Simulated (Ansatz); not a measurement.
# C2H3ClSn: the cost of one run

The runs use Ansatz 0.2.0, Gaussian basis; the settings change from run to run.

**1. The relaxed structure**

An earlier PBE0-D4 in a triple-zeta def2 set relaxation fixed the geometry. Sn takes a core potential in def2 sets; no spin-orbit term is included.

7 atoms, charge 0, spin multiplicity 1.

Atoms are counted from 1 here; the program's logs count them from 0.

Bond lengths: Cl1–C2 1.713 Å, C2–C3 1.321 Å, C2–Sn4 2.093 Å, C3–Sn4 2.111 Å, C3–H5 1.084 Å, Sn4–H6 1.697 Å, Sn4–H7 1.697 Å. Angles: Cl1–C2–C3 133.1°, Cl1–C2–Sn4 154.5°, C3–C2–Sn4 72.4°, C2–C3–Sn4 70.9°, C2–C3–H5 135.9°, Sn4–C3–H5 153.2°, C2–Sn4–C3 36.6°, C2–Sn4–H6 120.0°, C2–Sn4–H7 119.9°, C3–Sn4–H6 120.0°, C3–Sn4–H7 119.9°, H6–Sn4–H7 116.5°.

**2. LC-wPBE/def2-SVPD**

This run has multiplicity 3, high accuracy.

in.yaml

```yaml
crystal:
  periodic: [false, false, false]
  atoms:
    - {symbol: Cl, position_ang: [-1.015031, -2.464619, 0.560109]}
    - {symbol: C, position_ang: [-0.298396, -0.942635, 0.238923]}
    - {symbol: C, position_ang: [0.897992, -0.437933, 0.483784]}
    - {symbol: Sn, position_ang: [-0.274123, 1.013864, -0.502901]}
    - {symbol: H, position_ang: [1.809918, -0.789784, 0.952932]}
    - {symbol: H, position_ang: [-0.996779, 2.265734, 0.385468]}
    - {symbol: H, position_ang: [-0.062384, 1.287372, -2.163916]}
basis:
  gaussian: {orbitals: def2-SVPD}
magnetization: {spin_polarized: true, initial_magnetization: 2}
hamiltonian: {xc: {name: LC-wPBE}}
accuracy: high
output: {forces: true}
```

On the command line:

```sh
$ ansatz run in.yaml --threads 2 --pin off --events-out ev --progress --plain --max-ram 4352MiB
```

What time and memory should one allow on 2 threads of Intel Xeon 6975P-C, shared host?

About 14 s, with a peak of 0.7 GiB.
